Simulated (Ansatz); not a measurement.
# C2H4OSi (SMILES O=C=C[SiH3]): B88x+PBEc/IGLO-II (sfX2C, density fitting with cc-pVTZ-jkfit, exact exchange 0.4)

What is the vertical electron affinity of C2H4OSi at B88x+PBEc/IGLO-II (sfX2C, density fitting with cc-pVTZ-jkfit, exact exchange 0.4)? 

Program for the calculation: Ansatz 0.2.0.

## 1. The system as given

C2H4OSi has 8 atoms, charge 0, and is taken as a singlet. As SMILES, `O=C=C[SiH3]`. Geometry: relaxed at PBE0-D4/def2-TZVP.

Bond lengths: O1–C2 1.155 Å, C2–C3 1.307 Å, C3–Si4 1.847 Å, C3–H5 1.084 Å, Si4–H6 1.486 Å, Si4–H7 1.486 Å, Si4–H8 1.484 Å. Angles: O1–C2–C3 178.2°, C2–C3–Si4 120.3°, C2–C3–H5 117.2°, Si4–C3–H5 122.5°, C3–Si4–H6 110.7°, C3–Si4–H7 110.7°, C3–Si4–H8 108.0°, H6–Si4–H7 108.1°, H6–Si4–H8 109.6°, H7–Si4–H8 109.6°.

## 2. Energy and gradient at B88x+PBEc/IGLO-II (sfX2C, density fitting with cc-pVTZ-jkfit, exact exchange 0.4)

The input, in.yaml:

```yaml
crystal:
  periodic: [false, false, false]
  atoms:
    - symbol: O
      position_ang: [1.434400, -1.284900, 1.947200]
    - symbol: C
      position_ang: [1.186900, -0.644700, 1.017800]
    - symbol: C
      position_ang: [0.866900, 0.072100, -0.027300]
    - symbol: Si
      position_ang: [-0.904900, 0.278600, -0.507900]
    - symbol: H
      position_ang: [1.678700, 0.527300, -0.583100]
    - symbol: H
      position_ang: [-1.291100, 1.713700, -0.489300]
    - symbol: H
      position_ang: [-1.142900, -0.245400, -1.878100]
    - symbol: H
      position_ang: [-1.735900, -0.474000, 0.465000]
basis:
  gaussian: {orbitals: IGLO-II.json, fitting: {mean_field: cc-pVTZ-jkfit}}
output: {forces: true}
hamiltonian:
  xc:
    text: |
      parameter a = 0.4
      exchange = (1 - a)*b88_x + a*exact_x
      correlation = pbe_c
  pseudopotentials: {relativity: scalar}
```

The basis set IGLO-II is read from a file made from the Basis Set Exchange's data (not shown).

The run is started by

```console
$ ansatz run in.yaml --threads 1 --pin off --max-ram 2610MiB --events-out events.jsonl --progress --plain --runs-dir runs
```

The log of the run:

```text
Warning: RAYON_NUM_THREADS=1 ignored (pool sized by the plan → 1); use --threads N
Functional definition: unnamed
  parameter a = 0.4
  exchange = (1 - a)*b88_x + a*exact_x
  correlation = pbe_c
478 factors; integrals over basis functions are off by at most 7.2e-1 eV
mean field evaluation 1: about -12074.0989 eV, gradient 4.1e1 eV
mean field evaluation 2: about -12074.2518 eV, gradient 4.1e1 eV
mean field evaluation 4: about -12077.2906 eV, gradient 2.8e0 eV
mean field evaluation 8: about -12077.3066 eV, gradient 3.2e-2 eV
mean field -12077.30656051 eV, -443.8328298064 hartree, gradient 7.9e-5 eV, S^2 0.000000; 0 other end points of the search recorded, 0 dependent functions left out
the calculation of the forces begins
reference -12077.30676269 eV, -443.8328372363 hartree; 19, 19 occupied and 106, 106 virtual orbitals, 478 factors
Total energy: -12077.30676269 eV, -443.8328372363 hartree
Relativity: scalar
Atom 0 at     1.434400    -1.284900     1.947200 Å, force    -0.174009     0.447116    -0.649194 eV/Å
Atom 1 at     1.186900    -0.644700     1.017800 Å, force     0.136772    -0.168805     0.252933 eV/Å
Atom 2 at     0.866900     0.072100    -0.027300 Å, force     0.107491    -0.237837     0.345516 eV/Å
Atom 3 at    -0.904900     0.278600    -0.507900 Å, force    -0.078312     0.047008    -0.070985 eV/Å
Atom 4 at     1.678700     0.527300    -0.583100 Å, force    -0.087549    -0.066687     0.085181 eV/Å
Atom 5 at    -1.291100     1.713700    -0.489300 Å, force     0.024802    -0.118403     0.001032 eV/Å
Atom 6 at    -1.142900    -0.245400    -1.878100 Å, force     0.012867     0.039297     0.111531 eV/Å
Atom 7 at    -1.735900    -0.474000     0.465000 Å, force     0.057937     0.058311    -0.076013 eV/Å
Dipole moment:     0.019318     0.164668    -0.230428 e Å
```

Wall time 1.4 s (1 thread of AMD EPYC 9R14 (Zen 4), shared host); peak memory 0.16 GiB.

## 3. The doublet anion, same level

Edit in.yaml of step 2 so:

```diff
@@ -21,3 +21,4 @@
   gaussian: {orbitals: IGLO-II.json, fitting: {mean_field: cc-pVTZ-jkfit}}
-output: {forces: true}
+total_charge: -1
+magnetization: {spin_polarized: true, initial_magnetization: 1}
 hamiltonian:
@@ -29 +30,2 @@
   pseudopotentials: {relativity: scalar}
+output: {forces: true}
```

The basis set IGLO-II is read from a file made from the Basis Set Exchange's data (not shown).

The run is started by

```console
$ ansatz run in.yaml --threads 1 --pin off --max-ram 2610MiB --events-out events.jsonl --progress --plain --runs-dir runs
```

The log of the run:

```text
Warning: RAYON_NUM_THREADS=1 ignored (pool sized by the plan → 1); use --threads N
[... 4 set-up lines as earlier in the session ...]
478 factors; integrals over basis functions are off by at most 7.2e-1 eV
mean field evaluation 1: about -12074.4298 eV, gradient 2.0e1 eV
mean field evaluation 2: about -12074.4856 eV, gradient 1.9e1 eV
mean field evaluation 4: about -12076.1442 eV, gradient 2.2e0 eV
mean field evaluation 8: about -12076.1673 eV, gradient 1.2e-1 eV
mean field evaluation 16: about -12076.1676 eV, gradient 3.2e-4 eV
mean field -12076.16756389 eV, -443.7909724527 hartree, gradient 6.8e-5 eV, S^2 0.757429; 2 other end points of the search recorded, 0 dependent functions left out
the calculation of the forces begins
reference -12076.16776458 eV, -443.7909798279 hartree; 20, 19 occupied and 105, 106 virtual orbitals, 478 factors
Total energy: -12076.16776458 eV, -443.7909798279 hartree
Relativity: scalar
Atom 0 at     1.434400    -1.284900     1.947200 Å, force     1.131481    -3.422870     4.948527 eV/Å
Atom 1 at     1.186900    -0.644700     1.017800 Å, force    -0.676606     2.503960    -3.603369 eV/Å
Atom 2 at     0.866900     0.072100    -0.027300 Å, force    -0.827012    -0.051954    -0.016298 eV/Å
Atom 3 at    -0.904900     0.278600    -0.507900 Å, force     1.568560    -0.055111     0.248684 eV/Å
Atom 4 at     1.678700     0.527300    -0.583100 Å, force     0.281541     0.666638    -0.910084 eV/Å
Atom 5 at    -1.291100     1.713700    -0.489300 Å, force    -0.623007     0.295734    -0.195334 eV/Å
Atom 6 at    -1.142900    -0.245400    -1.878100 Å, force    -0.602501     0.023934    -0.389289 eV/Å
Atom 7 at    -1.735900    -0.474000     0.465000 Å, force    -0.252454     0.039668    -0.082836 eV/Å
Dipole moment:    -0.329061     0.143768    -0.238139 e Å
```

It took 3.6 s on 1 thread of AMD EPYC 9R14 (Zen 4), shared host; peak memory 0.2 GiB.

## 4. What came out

At B88x+PBEc/IGLO-II (sfX2C, density fitting with cc-pVTZ-jkfit, exact exchange 0.4):

| quantity | value |
| --- | --- |
| singlet C2H4OSi: total energy | -443.83284 Eh |
| singlet C2H4OSi: dipole moment | 1.36 D |
| singlet C2H4OSi: largest force on an atom | 0.807 eV/Å |
| doublet anion: total energy | -443.79098 Eh |
| doublet anion: ⟨S²⟩ | 0.757 |
| doublet anion: largest force on an atom | 6.122 eV/Å |
| vertical electron affinity (to the doublet anion) | -1.139 eV |

The anion lies 1.14 eV (26 kcal/mol) above the neutral: the electron isn't bound at this level, and such a value depends on the basis. Without diffuse functions anions come out too high. The largest force (singlet C2H4OSi) is 0.81 eV/Å: the shape isn't a stationary point for this species at this level.
